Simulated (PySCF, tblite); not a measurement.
# C₇H₇N+ (doublet): geometry, infrared bands and EPR parameters

What infrared bands and EPR parameters should C₇H₇N+ (doublet) (`[H]/N=C\C1=C[C]([CH2+])C=C1`) show?

The runs use tblite 0.8.0 and PySCF 2.14.0, with density-fitted response routines of our own; the level of theory stands in each step. All values are computed, except where a source is named. Atoms count from 0, in the outputs and in this text.

## 1. The starting structure

15 atoms, charge 1, multiplicity 2; geometry from: force field or distance geometry start.

Bonds of the start (Å): C0–C1 1.42, C1–C2 1.45, C2–C3 1.33, C3–C4 1.47, C4–C5 1.47, C5–N6 1.29, C4–C7 1.34, C7–C1 1.47, C0–H8 1.09, C0–H9 1.09, C2–H10 1.09, C3–H11 1.07, C5–H12 1.12, N6–H13 1.02, C7–H14 1.08.

## 2. Geometry optimisation with GFN2-xTB

The job: settings as JSON, then the geometry in Å.

```
{"job": {"kind": "relax", "xc": "GFN2-xTB", "basis": "xTB"}, "charge": 1, "multiplicity": 2}
C     -2.622100     0.722600     0.606200
C     -1.326700     0.367600     0.140400
C     -0.887200     0.231800    -1.230800
C      0.397900    -0.111900    -1.230700
C      0.843600    -0.232300     0.161300
C      2.187500    -0.596800     0.617900
N      3.210700    -0.877800    -0.123700
C     -0.165300     0.059300     0.988100
H     -2.834500     0.787900     1.668700
H     -3.421500     0.934100    -0.102600
H     -1.522300     0.397300    -2.100300
H      1.007500    -0.297400    -2.090100
H      2.321000    -0.622500     1.725700
H      2.974000    -0.823800    -1.115600
H     -0.167200     0.069800     2.063500
```

Started as:

```
$ OMP_NUM_THREADS=1 python probes_run.py task.json out
```

This one command runs all jobs of the session in turn.

**Question.** This job is followed by: GFN2-xTB harmonic vibrations, gas phase; UKS B3LYP, pcH-1 on C H N, non-relativistic, mean-field spin-orbit, GIAO. What will the session give for the following? strongest single infrared mode (GFN2-xTB); zero-point energy (GFN2-xTB); g(iso) (B3LYP); ⟨S²⟩; largest a(iso) (averaged by class); property runs in this session.

As calculated:

| quantity | value |
| --- | --- |
| strongest single infrared mode (GFN2-xTB) | 881 cm⁻¹, 598 km/mol |
| zero-point energy (GFN2-xTB) | 70.7 kcal/mol |
| g(iso) (B3LYP) | 2.04413 |
| ⟨S²⟩ | 0.762 (exact 0.75) |
| largest a(iso) (averaged by class) | 1H on H14, -34.9 MHz |
| property runs in this session | 1, of which 0 failed and 1 gave unsound results |

In words: Over 40 steps the energy fell by 0.489 eV; of the close pairs, C0–C1 changed most, 1.422 to 1.345 Å. All 39 modes are real, so the xTB geometry is a minimum. The strongest single mode, at 881 cm⁻¹, moves mainly H13. GFN2-xTB is a fitted tight-binding method: band positions and strengths are rough. Its intensities can rank the bands wrongly. The largest spin populations lie on C7 (0.51 e), C2 (0.41 e). The isotropic g lies 41.8 ppt above the free-electron value. These values are not to be trusted: the run shows nearly degenerate orbitals, where second-order g theory doesn't apply. These values are for one conformer; the search (at its own cheap level) found 2 more, at 0.00, 0.33 kcal/mol (those within 0.05 may be mirror or relabelled copies), and measured spectra average over such forms.
